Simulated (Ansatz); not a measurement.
Consider a comparison of functionals at one structure of CsBa₃, space group Fm-3m (Ansatz 0.2.0 through its Python package).

Contents of `csba3.xyz`:
```text
4
Lattice="0.0 5.221284 5.221284 5.221284 0.0 5.221284 5.221284 5.221284 0.0" Properties=species:S:1:pos:R:3 pbc="T T T"
Cs    0.00000000    0.00000000    0.00000000
Ba    2.61064200    2.61064200    2.61064200
Ba    7.83192600    7.83192600    7.83192600
Ba    5.22128400    5.22128400    5.22128400
```

The script, `xc.py`:
```python
# -*- coding: utf-8 -*-
"""Functional comparison for CsBa3 (totals differ with the potentials too)."""

import ansatz as az

crystal = az.Crystal.from_extxyz("csba3.xyz")

calc = crystal.calculation().basis(510).kpoints(mesh=(4, 4, 4)).occupations("Marzari-Vanderbilt").stress()

rows = []
for value in ["blyp", "pbesol", "rpbe", "r2scan"]:
    r = calc.functional(value).run(threads=1, pin="off").report
    rows.append((value, r["free_energy_ev"] / len(r["lattice"]["sites"]), r["n_iterations"], sum(r["stress_gpa"][i][i] for i in range(3)) / 3, r["n_kpoints"]))

print("  functional   F/atom (eV)    iterations       P (GPa)      k-points")
for row in rows:
    print(f"{str(row[0]):>12s}  {row[1]:12.5f}  {row[2]:12d}  {row[3]:12.3f}  {row[4]:12d}")
```

Rank the functionals by the pressure that they give at this structure. What does the order say about their lattices?

From lowest to highest: PBEsol (-0.4 GPa), r2SCAN (0.2 GPa), BLYP (0.4 GPa) and RPBE (0.6 GPa). At a fixed cell a lower pressure usually means a smaller equilibrium volume, so PBEsol prefers the smallest cell and RPBE the largest.

The run itself:

```console
$ python xc.py
  functional   F/atom (eV)    iterations       P (GPa)      k-points
        blyp   -5898.41593             7         0.360             8
      pbesol   -5793.23136             7        -0.443             8
        rpbe   -5889.32821             7         0.631             8
      r2scan   -5894.64828             7         0.240             8
```

What to keep in mind:
- BLYP can be off by several per cent in the lattices of metals, and by several GPa in the pressure at a fixed cell.
- The mesh is modest for a metal, so energies can be off by several to tens of meV an atom and pressures by half a GPa or more; differences at equal mesh fare better.
- Pressure is positive in compression.
- The structure comes from a database of computed cells and needn't be a stable or known phase.
- Total energies of different functionals can't be compared; pressures, moments and gaps at this one structure can.
- Run time: 55 s on 1 thread of Arm Neoverse N1, on a shared host, peak memory 1.5 GiB.
